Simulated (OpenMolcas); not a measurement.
# SiH2Br2 (dibromosilane) at MN15/aug-cc-pVDZ

Aim: the vertical electron affinity of SiH2Br2 (dibromosilane) at MN15/aug-cc-pVDZ, from 2 runs. 

The calculation is run with OpenMolcas 26.06.

**1. The molecule**

SiH2Br2 has 5 atoms, charge 0, and is taken as a singlet. SMILES: `Br[SiH2]Br`. The shape is that of a GFN2-xTB optimisation.

Bond lengths: Br1–Si2 2.208 Å, Si2–Br3 2.211 Å, Si2–H4 1.446 Å, Si2–H5 1.446 Å. Angles: Br1–Si2–Br3 108.0°, Br1–Si2–H4 108.0°, Br1–Si2–H5 108.0°, Br3–Si2–H4 107.8°, Br3–Si2–H5 107.8°, H4–Si2–H5 116.9°.

**2. Energy and gradient at MN15/aug-cc-pVDZ**

job.input

```
&GATEWAY
  BASLIB = $CurrDir
  COORD
  5
  bohr
  Br    -3.14406963    -2.29499679     0.66208445
  Si     0.37235164    -0.11136156     0.12989977
  Br    -0.58254587     3.38404595    -1.94942257
  H      2.05333861    -1.58718097    -1.43995241
  H      1.30092526     0.60949337     2.59739076
  BASIS = aug-cc-pVDZ
  GROUP = NoSym

&SEWARD

&SCF
  KSDFT = 2
  1.0 HYB_MGGA_X_MN15
  1.0 MGGA_C_MN15
  PRORBITALS = 0

&ALASKA
```

The basis set aug-cc-pVDZ is read from a file made from the Basis Set Exchange's data (not shown).

Run with:

```bash
$ export MOLCAS_MEM=1860
$ pymolcas job.input > job.log
```

Standard output:

```text
--- Start Module: gateway ---
[...]
--- Stop Module: gateway /rc=_RC_ALL_IS_WELL_ ---
[...]
      Basis functions          117
[...]
--- Start Module: scf ---
[...]
       Convergence after  10 Iterations
[...]
::    Total KS-DFT energy                           -5439.5524573621
[...]
      Total spin, S                                     0.0000000000
[...]
      Total electronic charge=   86.000000
      Total            charge=   -0.000000
[...]
      Dipole Moment (debye):
      Origin of the operator (angstrom)=   -0.7897    0.2306   -0.2727
                   X=  1.2586E+00               Y= -3.8393E-01               Z=  4.4326E-01           Total=  1.3886E+00
      Quadrupole Moment (debye*angstrom):
[...]
--- Stop Module: scf /rc=_RC_ALL_IS_WELL_ ---
[...]
--- Start Module: alaska ---
[...]
 *              Molecular gradients               *
 **************************************************
  Irreducible representation: a
 ------------------------------------------------------------------------------------------
                              X                       Y                       Z
 ------------------------------------------------------------------------------------------
  BR1               3.28409064781710E-03    3.81640642157777E-03   -1.46722029234958E-03
  SI2               1.00968784923978E-02   -3.54974847146838E-03    3.72637998474268E-03
  BR3              -5.94218964745652E-04   -4.15793726490676E-03    2.15549366726364E-03
  H4               -7.42643992048020E-03    4.89643906964243E-03    3.20760544328991E-03
  H5               -5.36031025506389E-03   -1.00515975470339E-03   -7.62225880293776E-03
 ------------------------------------------------------------------------------------------
--- Stop Module: alaska /rc=_RC_ALL_IS_WELL_ ---
[...]
```

Wall time 35 s (1 thread of Arm Neoverse V1, shared host); peak memory 0.72 GiB.

**3. The doublet anion at the same level**

job.inp

```
&GATEWAY
  BASLIB = $CurrDir
  COORD
  5
  bohr
  Br    -3.14406963    -2.29499679     0.66208445
  Si     0.37235164    -0.11136156     0.12989977
  Br    -0.58254587     3.38404595    -1.94942257
  H      2.05333861    -1.58718097    -1.43995241
  H      1.30092526     0.60949337     2.59739076
  BASIS = aug-cc-pVDZ
  GROUP = NoSym

&SEWARD

&SCF
  UHF
  CHARGE = -1
  SPIN = 2
  KSDFT = 2
  1.0 HYB_MGGA_X_MN15
  1.0 MGGA_C_MN15
  PRORBITALS = 0

&ALASKA
```

The basis set aug-cc-pVDZ is read from a file made from the Basis Set Exchange's data (not shown).

Run with:

```bash
$ export MOLCAS_MEM=1860
$ pymolcas job.inp > job.log
```

Standard output:

```text
--- Start Module: gateway ---
[...]
--- Stop Module: gateway /rc=_RC_ALL_IS_WELL_ ---
[...]
      Basis functions          117
[...]
--- Start Module: scf ---
[...]
       Convergence after  23 Iterations
[...]
::    Total KS-DFT energy                           -5439.5288195375
[...]
      Total spin, S                                     0.5010196618
[...]
      Total electronic charge=   87.000000
      Total            charge=   -1.000000
[...]
      Dipole Moment (debye):
      Origin of the operator (angstrom)=   -0.7897    0.2306   -0.2727
                   X= -3.9540E+00               Y=  1.0983E+00               Z= -1.3349E+00           Total=  4.3154E+00
      Center of Charge (angstrom)
[...]
--- Stop Module: scf /rc=_RC_ALL_IS_WELL_ ---
[...]
--- Start Module: alaska ---
[...]
 *              Molecular gradients               *
 **************************************************
  Irreducible representation: a
 ------------------------------------------------------------------------------------------
                              X                       Y                       Z
 ------------------------------------------------------------------------------------------
  BR1              -1.45548576664467E-02   -2.58952056445594E-03   -1.30741630736964E-03
  SI2              -1.34258609409699E-02    4.13101316471476E-03   -4.81271800959959E-03
  BR3              -8.77315643032367E-03    8.83471375043854E-03   -6.43542755020832E-03
  H4                2.46799473293313E-02   -2.36294755695852E-02   -2.76165212031465E-02
  H5                1.20739277082849E-02    1.32532692191254E-02    4.01720830702104E-02
 ------------------------------------------------------------------------------------------
--- Stop Module: alaska /rc=_RC_ALL_IS_WELL_ ---
[...]
```

It took 68 s on 1 thread of Arm Neoverse V1, shared host; peak memory 0.72 GiB.

**4. What came out**

Level: MN15/aug-cc-pVDZ.

| quantity | value |
| --- | --- |
| singlet SiH2Br2: total energy | -5439.55246 Eh |
| singlet SiH2Br2: dipole moment | 1.39 D |
| singlet SiH2Br2: HOMO energy | -9.23 eV |
| singlet SiH2Br2: LUMO energy | -0.14 eV |
| singlet SiH2Br2: HOMO–LUMO gap | 9.08 eV |
| singlet SiH2Br2: largest force on an atom | 0.583 eV/Å |
| doublet anion: total energy | -5439.52882 Eh |
| doublet anion: HOMO energy (highest over α and β) | 1.55 eV |
| doublet anion: LUMO energy (lowest over α and β) | 3.33 eV |
| doublet anion: ⟨S²⟩ | 0.752 |
| vertical electron affinity (to the doublet anion) | -0.643 eV |

In words: This program's gradients are faulty for this kind of reference, so any forces in the log (doublet anion) can't be trusted; the energy can. The anion lies 0.64 eV (62.1 kJ/mol) above the neutral: the electron isn't bound at this level, and such a value depends on the basis. The largest force (singlet SiH2Br2) is 0.58 eV/Å: the shape isn't a stationary point for this species at this level. Mulliken charges (singlet SiH2Br2) run from -0.74 on Si2 to +0.56 on H4; in a basis this large or diffuse they mean little. The HOMO (doublet anion) lies at positive energy, 1.55 eV; only total energies tell whether the electron is bound.
